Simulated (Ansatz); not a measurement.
**C₂H₉ClOSi₂: vertical ionisation energy**

Aim: the vertical ionisation energy of C₂H₉ClOSi₂, as cation minus neutral at the neutral's geometry, on several levels, and how well −ε(HOMO) stands in for it.

Computed with Ansatz 0.2.0, Gaussian basis. Level: unrestricted cation, the program's frozen cores in correlated methods.

Levels to be run: UKS PBE-D4/def2-TZVPP; UKS r2SCAN-D4/def2-TZVPP; UKS PBE0-D4/def2-TZVPP; UKS B3LYP-D4/def2-TZVPP; UKS wB97X-V/def2-TZVPP; UKS wB97M-V/def2-TZVPP; UKS B2PLYP/def2-TZVPP; UHF-CCSD(T)/def2-TZVPP; UHF-MP2/def2-QZVPP; extrapolation to the limit; then −ε(HOMO) from the neutral's earlier runs with LDA (SPW92), PBE-D4, revPBE-D4, BLYP-D4, r2SCAN-D4, B97M-V, PBE0-D4, B3LYP-D4, r2SCANh-D4, r2SCAN0-D4, HSE06-D4, BHLYP-D4, CAM-B3LYP-D4, LC-ωPBE, ωB97X-V, ωB97M-V.

## 1. The geometry

All runs share one geometry, relaxed beforehand with PBE0-D4 in a triple-zeta def2 set.

SMILES `CC[SiH](Cl)O[SiH3]`, 15 atoms, charge 0, spin multiplicity 1.

Atoms are counted from 1 here; the program's logs count them from 0.

Bond lengths: C1–C2 1.526 Å, C1–H7 1.092 Å, C1–H8 1.092 Å, C1–H9 1.092 Å, C2–Si3 1.853 Å, C2–H10 1.096 Å, C2–H11 1.097 Å, Si3–Cl4 2.066 Å, Si3–O5 1.626 Å, Si3–H12 1.481 Å, O5–Si6 1.641 Å, Si6–H13 1.486 Å, Si6–H14 1.483 Å, Si6–H15 1.484 Å. Angles: C2–C1–H7 111.3°, C2–C1–H8 111.3°, C2–C1–H9 111.2°, H7–C1–H8 107.6°, H7–C1–H9 107.6°, H8–C1–H9 107.7°, C1–C2–Si3 114.3°, C1–C2–H10 110.9°, C1–C2–H11 110.7°, Si3–C2–H10 107.6°, Si3–C2–H11 106.8°, H10–C2–H11 106.1°, C2–Si3–Cl4 109.4°, C2–Si3–O5 110.0°, C2–Si3–H12 112.9°, Cl4–Si3–O5 108.5°, Cl4–Si3–H12 106.4°, O5–Si3–H12 109.5° and more.

## 2. Cation, UKS PBE-D4/def2-TZVPP

Input file in.yaml:

```yaml
crystal:
  periodic: [false, false, false]
  atoms:
    - {symbol: C, position_ang: [0.270550, 1.309730, -1.650823]}
    - {symbol: C, position_ang: [0.576533, -0.185229, -1.644287]}
    - {symbol: Si, position_ang: [-0.208590, -1.118101, -0.248676]}
    - {symbol: Cl, position_ang: [-2.263247, -0.952100, -0.381787]}
    - {symbol: O, position_ang: [0.267872, -0.493593, 1.175238]}
    - {symbol: Si, position_ang: [-0.213268, -0.117864, 2.698476]}
    - {symbol: H, position_ang: [0.612691, 1.787971, -0.730308]}
    - {symbol: H, position_ang: [0.763095, 1.810988, -2.486940]}
    - {symbol: H, position_ang: [-0.802457, 1.493685, -1.738708]}
    - {symbol: H, position_ang: [0.252377, -0.654756, -2.579746]}
    - {symbol: H, position_ang: [1.657137, -0.359614, -1.574539]}
    - {symbol: H, position_ang: [0.097413, -2.566761, -0.280950]}
    - {symbol: H, position_ang: [-0.823587, -1.302362, 3.355138]}
    - {symbol: H, position_ang: [0.991021, 0.306003, 3.452918]}
    - {symbol: H, position_ang: [-1.199341, 0.991102, 2.664293]}
basis:
  gaussian: {orbitals: def2-TZVPP}
total_charge: 1
magnetization: {spin_polarized: true, initial_magnetization: 1}
hamiltonian: {xc: pbe, dispersion: d4}
```

The runs that follow: Cation, UKS r2SCAN-D4/def2-TZVPP; Cation, UKS PBE0-D4/def2-TZVPP; Cation, UKS B3LYP-D4/def2-TZVPP; Cation, UKS wB97X-V/def2-TZVPP; Cation, UKS wB97M-V/def2-TZVPP; Cation, UKS B2PLYP (frozen core)/def2-TZVPP; Cation, UHF-CCSD(T)/def2-TZVPP; Cation, UHF-MP2/def2-QZVPP.

Q: Predict the results of all the runs planned. Wanted: ionisation energy, CCSD(T)/CBS; nearest functional by difference; nearest −ε(HOMO); −ε(HOMO) of PBE; T1 of the cation.

As calculated:

| quantity | value |
| --- | --- |
| ionisation energy, CCSD(T)/CBS | 10.80 eV |
| nearest functional by difference | ωB97X-V (-0.21 eV) |
| nearest −ε(HOMO) | ωB97X-V (-0.07 eV) |
| −ε(HOMO) of PBE | 7.00 eV |
| T1 of the cation | 0.035 |

What this shows: By cation minus neutral, the functionals miss by 1.21 eV at most. The PBE orbital energy is 3.8 eV too small: a semilocal HOMO is no ionisation energy. Among orbital estimates ωB97X-V comes nearest. Hartree-Fock falls 0.58 eV short, as the neutral has more correlation energy than the cation. The cation's T1 (from the report) is 0.035, near the customary mark of 0.045 for open shells, so the coupled-cluster value is less safe. The cation may have settled in a state other than its lowest; no search over hole states beyond the program's own was made.
